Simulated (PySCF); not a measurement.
# SbSe: changing the method

Starting from one script, swap the method and compare what comes out for SbSe.

Method: each script names its method and basis; program: PySCF 2.14.0.

1 further run of the same task is left out (for a known fault of the program).

### 1 The system as given

SbSe: 2 atoms, charge 0, spin multiplicity 2.

Bond lengths: Sb1–Se2 2.480 Å.

### 2 Base script

File input.py:

```python
from pyscf import gto, dft

mol = gto.M(
    atom='Sb 0 0 0; Se 0 0 2.48',
    basis='def2-svp',
    ecp={'Sb': 'def2-svp'},
    charge=0,
    spin=1,
    verbose=4,
)
mf = dft.UKS(mol, xc='lda,vwn')
mf = mf.newton()
mf.kernel()
mf.stability(internal=True, external=True)
mf.dip_moment()
print('orbital energies (hartree):', [e[max(0, n-3):n+3].round(4) for e, n in zip(mf.mo_energy, mol.nelec)])
```

On the command line:

```bash
python input.py
```

### 3 NEVPT2 (ROHF)

Run 1 changes step after the SCF: stability → nevpt2; SCF type: UKS → ROHF; functional: lda,vwn → none (Hartree–Fock); active space: none → 7 electrons in 6 orbitals.

File input.py:

```python
from pyscf import gto, scf, mcscf, mrpt

mol = gto.M(
    atom='Sb 0 0 0; Se 0 0 2.48',
    basis='def2-svp',
    ecp={'Sb': 'def2-svp'},
    charge=0,
    spin=1,
    verbose=4,
)
mf = scf.ROHF(mol)
mf = mf.newton()
mf.kernel()
mc = mcscf.CASSCF(mf, 6, 7)
mc.kernel()
mc.analyze()
mrpt.NEVPT(mc).kernel()
mf.dip_moment()
print('orbital energies (hartree):', mf.mo_energy[..., max(0, mol.nelec[1]-3):mol.nelec[0]+3].round(4))
```

### 4 Slater,

Run 2 changes functional: lda,vwn → slater,.

input.py: that of step 2 with these lines changed.

```diff
@@ -10,3 +10,3 @@
 )
-mf = dft.UKS(mol, xc='lda,vwn')
+mf = dft.UKS(mol, xc='slater,')
 mf = mf.newton()
```

### 5 O3lyp

Run 3 changes functional: lda,vwn → o3lyp.

input.py: that of step 2 with these lines changed.

```diff
@@ -10,3 +10,3 @@
 )
-mf = dft.UKS(mol, xc='lda,vwn')
+mf = dft.UKS(mol, xc='o3lyp')
 mf = mf.newton()
```

Before running it: what results should come out? Wanted: for each run, E(SCF); from base; gap, α spin; SCF dipole; after the SCF.

**Answer**, as computed:

```tsv
run	E(SCF) (hartree)	from base (eV)	cycles	gap, α spin (eV)	SCF dipole (D)	after the SCF
base	-2637.748702	0	7 macro	-0.17	1.83	unstable: UHF/UKS -> GHF/GKS
NEVPT2 (ROHF)	-2638.806330	not comparable	7 macro	n/a	3.33	NEVPT2 correlation -10.711 eV (from the SCF energy, the CASSCF gain included)
slater, (poor choice)	-2633.095443	not comparable	7 macro	-0.11	1.67	unstable: UHF/UKS -> GHF/GKS
o3lyp	-2642.282272	not comparable	6 macro	0.78	2.25	unstable: UHF/UKS -> GHF/GKS
```

In words: The α-spin gap between the frontier levels is -0.2 eV with lda,vwn (0 % exact exchange) and 0.8 eV with o3lyp (12 %). Total energies of different functionals can't be compared with each other; differences within one functional can. Rows marked «poor choice» come from settings spoiled on purpose.
